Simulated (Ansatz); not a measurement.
# NbTeI2: the cost of one run

Method: DFT PBE, scalar-relativistic, plane waves, PAW, in Ansatz 0.2.0.

## 1. Starting point

The structure is tetragonal, space group P4/mmm (No. 123). Conventional cell: a = 5.916 Å, b = 5.916 Å, c = 5.916 Å, α = 90.00°, β = 90.00°, γ = 90.00°. Around Nb (site symmetry 4/mmm) lie 2 Te at 2.96 Å and 4 I at 2.96 Å. Te (site symmetry 4/mmm) has 2 Nb at 2.96 Å as nearest neighbours. Around I (site symmetry mmm) lie 2 Nb at 2.96 Å.

Structure file:

```xyz
4
Lattice="5.9160 0.0000 0.0000 0.0000 5.9160 0.0000 0.0000 0.0000 5.9160" Properties=species:S:1:pos:R:3 pbc="T T T"
Nb    0.0000    0.0000    0.0000
Te    0.0000    0.0000    2.9580
I     2.9580    0.0000    0.0000
I     0.0000    2.9580    0.0000
```

A structure generator made this guess: ordered mixture on the anion sites of rhenium trioxide (P4/mmm, No. 123). Its size is a rough estimate.

## 2. Probe: one point on a coarse mesh

File input.yaml:

```yaml
crystal:
  lattice:
    - [5.916, 0.0, 0.0]
    - [0.0, 5.916, 0.0]
    - [0.0, 0.0, 5.916]
  atoms:
    - { symbol: Nb, position: [0.0, 0.0, 0.0] }
    - { symbol: Te, position: [0.0, 0.0, 0.5] }
    - { symbol: I, position: [0.5, 0.0, 0.0] }
    - { symbol: I, position: [0.0, 0.5, 0.0] }
basis:
  ecutwfc: 420
kpoints:
  mp_grid: { grid: [4, 4, 4] }
hamiltonian:
  xc: pbe
scf:
  occupations: { method: gaussian, width: 0.1 }
  lower_state_search: "off"
output:
  forces: true
  stress: true
  eigenvalues: true
```

On the command line:

```
$ ansatz run input.yaml --threads 1 --pin off --max-ram 2048MiB --backend cpu --events-out ev --progress --plain --runs-dir out
```

What time and memory should one allow on 1 thread of Arm Neoverse V1, shared host?

About 8.3 s, with a peak of 0.47 GiB.
